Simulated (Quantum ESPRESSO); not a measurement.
The system is Mo.

```xyz
1
Lattice="-1.5900 1.5900 1.5900 1.5900 -1.5900 1.5900 1.5900 1.5900 -1.5900" Properties=species:S:1:pos:R:3 pbc="T T T"
Mo    0.0000    0.0000    0.0000
```

The cell was built by a generator and needn't be a form met in nature.

Program: Quantum ESPRESSO 7.5. Alike in all runs: task single point; no spin polarisation; cell as given; k mesh 18 × 18 × 18; cutoff (eV) 612; smearing methfessel-paxton 0.1 eV.

**Question.** Order these runs on this cell by their pressure, lowest first.
A. level PBEsol; potentials or basis GBRV 1.5 PBEsol
B. level PBE; potentials or basis GBRV 1.5 PBE
C. level LDA; potentials or basis GBRV 1.5 LDA; form of the LDA correlation PZ81

**Answer.** C (-17.3 GPa), A (-13.0 GPa), B (-5.4 GPa).

Caveats: so large a pressure means that the cell lies far from this level's equilibrium, or that cutoff or potentials fall short (some runs).

Not every run made on this cell is shown here.
